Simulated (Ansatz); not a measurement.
# SnS: how energies converge with the basis set

One table from this session's results is given with a row withheld; the runs are named, their logs left out.

The runs use Ansatz 0.2.0, Gaussian basis; one geometry, several basis sets.

The runs, in order: PBE0-D4/def2-SVP; ωB97M-V/def2-SVP; PBE0-D4/def2-QZVPP; ωB97M-V/def2-QZVPP; the functionals' def2-TZVPP values are taken from earlier runs.

### The geometry

All runs share one geometry, relaxed beforehand with PBE0-D4 in a triple-zeta def2 set. Sn takes the def2 core potential; no spin-orbit term is included.

SMILES `[S][Sn]`, 2 atoms, charge 0, spin multiplicity 1.

Atoms are counted from 1 here; the program's logs count them from 0.

Bond lengths: S1–Sn2 2.203 Å.

The first run:

in.yaml

```yaml
crystal:
  periodic: [false, false, false]
  atoms:
    - {symbol: S, position_ang: [-0.000000, 0.000000, 0.002789]}
    - {symbol: Sn, position_ang: [0.000000, -0.000000, 2.206237]}
basis:
  gaussian: {orbitals: def2-SVP}
hamiltonian: {xc: pbe0, dispersion: d4}
output: {orbitals: {seedname: orbitals}}
```

Command:

```sh
> ansatz run in.yaml --threads 2 --pin off --events-out ev --progress --plain --max-ram 32768MiB --backend cpu
```

Among the steps run: PBE0-D4 in def2-SVP; ωB97M-V in def2-SVP; PBE0-D4 in def2-QZVPP; ωB97M-V in def2-QZVPP.

One table of the session follows, with a row left open; its other results are not shown here.

It belongs to the step «Density functionals: the series». 

| functional | basis | HOMO (eV) | LUMO (eV) |
| --- | --- | --- | --- |
| PBE0-D4 | def2-SVP | -7.30 | -2.36 |
| PBE0-D4 | def2-TZVPP | -7.34 | -2.48 |
| PBE0-D4 | def2-QZVPP | ? | ? |
| ωB97M-V | def2-SVP | -9.26 | -0.51 |
| ωB97M-V | def2-TZVPP | -9.35 | -0.74 |
| ωB97M-V | def2-QZVPP | -9.39 | -0.81 |

Q: Estimate the row for PBE0-D4, def2-QZVPP from the others.

As computed: HOMO (eV): -7.36; LUMO (eV): -2.52. In the column «HOMO (eV)» it lies between ωB97M-V, def2-SVP (-9.26) and PBE0-D4, def2-TZVPP (-7.34).
